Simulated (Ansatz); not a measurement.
# Ni3O2: the cost of one run

Computed with Ansatz 0.2.0 (DFT PBE, scalar-relativistic, plane waves, PAW, unless a step's input says otherwise).

2 further runs of the same task are left out: 2 set aside as unsound or not needed.

### 1 The starting structure

It takes space group R-3m (No. 166, trigonal). The conventional cell has a = 5.823 Å, b = 5.823 Å, c = 5.921 Å, α = 90.00°, β = 90.00°, γ = 120.00°. Around Ni (site symmetry 2/m) lie 2 O at 1.79 Å. Around O (site symmetry 3m) lie 3 Ni at 1.79 Å.

Coordinates:

```
CELL_PARAMETERS angstrom
2.91153 1.68097 1.97374
-2.91153 1.68097 1.97374
0.00000 -3.36194 1.97374
ATOMIC_POSITIONS crystal
Ni 0.50000 0.00000 0.00000
Ni 0.00000 0.50000 0.00000
Ni 0.00000 0.00000 0.50000
O 0.26965 0.26965 0.26965
O 0.73035 0.73035 0.73035
```

This is a trial structure built by rule; it need not be a known or stable form of this composition.

This cell was relaxed beforehand with the same method: volume 11.59 Å³/atom, gap on the mesh none (metal).

It is a trial structure (swap of S by O in Ni3S2), so another structure or a mixture of phases may lie lower.

### 2 States by energy, for transport

The input, input.yaml:

```yaml
crystal:
  lattice:
    - [2.9115276608, 1.6809712787, 1.9737397113]
    - [-2.9115276608, 1.6809712787, 1.9737397113]
    - [0.0, -3.3619425574, 1.9737397113]
  atoms:
    - { symbol: Ni, position: [0.5, 7.276e-07, 0.9999992724] }
    - { symbol: Ni, position: [0.9999992724, 0.5, 7.276e-07] }
    - { symbol: Ni, position: [7.276e-07, 0.9999992724, 0.5] }
    - { symbol: O, position: [0.2696490992, 0.2696490992, 0.2696490992] }
    - { symbol: O, position: [0.7303509008, 0.7303509008, 0.7303509008] }
basis:
  ecutwfc: 420
kpoints:
  mp_grid: { grid: [12, 12, 12] }
hamiltonian:
  xc: pbe
scf:
  occupations: { method: fermi_dirac, width: 0.15 }
output:
  eigenvalues: true
  states_by_energy: {}
checkpoint:
  read: start.run
  write: ck
  compress: false
  write_wavefunctions: false
  write_every: 100000
```

Launch:

```
ansatz run input.yaml --threads 2 --pin off --max-ram 7168MiB --backend cpu --events-out ev --progress --plain --runs-dir out
```

What time and memory should one allow on 2 threads of Intel Xeon Platinum 8259CL at 2.50GHz (Skylake/Cascade Lake), shared host?

About 6.8 min, with a peak of 1.2 GiB.
